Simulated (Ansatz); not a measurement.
# Co3W: the cost of one run

Method: DFT PBEsol, scalar-relativistic, plane waves, PAW, in Ansatz 0.2.0.

1 further run of the same task is left out (set aside as unsound or not needed). Runs told in other sessions of the task aren't counted.

## 1. The system as given

It takes space group Pm-3m (No. 221, cubic). Conventional cell: a = 3.551 Å, b = 3.551 Å, c = 3.551 Å, α = 90.00°, β = 90.00°, γ = 90.00°. Co (site symmetry 4/mmm) is surrounded by 8 Co at 2.51 Å and 4 W at 2.51 Å. Around W (site symmetry m-3m) lie 12 Co at 2.51 Å.

Coordinates:

```cif
data_structure
_symmetry_space_group_name_H-M 'P 1'
_symmetry_Int_Tables_number 1
_cell_length_a 3.5506
_cell_length_b 3.5506
_cell_length_c 3.5506
_cell_angle_alpha 90.000
_cell_angle_beta 90.000
_cell_angle_gamma 90.000
_cell_volume 44.76
loop_
_atom_site_label
_atom_site_type_symbol
_atom_site_fract_x
_atom_site_fract_y
_atom_site_fract_z
_atom_site_occupancy
Co1 Co 0.50000 0.50000 0.00000 1
Co2 Co 0.50000 0.00000 0.50000 1
Co3 Co 0.00000 0.50000 0.50000 1
W1 W 0.00000 0.00000 0.00000 1
```

It goes back to an entry of the Materials Project, which need not be the stable form.

This cell was relaxed beforehand with the same method: volume 11.19 Å³/atom, gap on the mesh none (metal), site moments up to 0.2 μB.

## 2. Zero of energy

Reference values: F = -25535.9441 eV; pressure -0.14 GPa; largest force 0.000 eV/Å; gap on the mesh none (metal). It was computed beforehand with the settings of the runs below.

## 3. Normal modes

input.yaml reads:

```yaml
crystal:
  lattice:
    - [3.5505645897, 0.0, 0.0]
    - [0.0, 3.5505645897, 0.0]
    - [0.0, 0.0, 3.5505645897]
  atoms:
    - { symbol: Co, position: [0.5, 0.5, 0.0], spin: -0.25 }
    - { symbol: Co, position: [0.5, 0.0, 0.5], spin: -0.25 }
    - { symbol: Co, position: [0.0, 0.5, 0.5], spin: -0.25 }
    - { symbol: W, position: [0.0, 0.0, 0.0] }
basis:
  ecutwfc: 420
kpoints:
  mp_grid: { grid: [14, 14, 14] }
hamiltonian:
  xc: pbesol
scf:
  occupations: { method: gaussian, width: 0.15 }
output:
  eigenvalues: true
  populations: true
magnetization:
  spin_polarized: true
phonons:
  method: fd
  supercell: [1, 1, 1]
  amplitude: 0.02
  eigenvectors: true
  dielectric: false
```

Launch:

```console
ansatz run input.yaml --threads 2 --pin off --max-ram 5120MiB --backend cpu --events-out ev --progress --plain --runs-dir out
```

Q: Estimate wall time and peak memory on 2 threads of Arm Neoverse V2, shared host.

About 4.8 min, with a peak of 2 GiB.
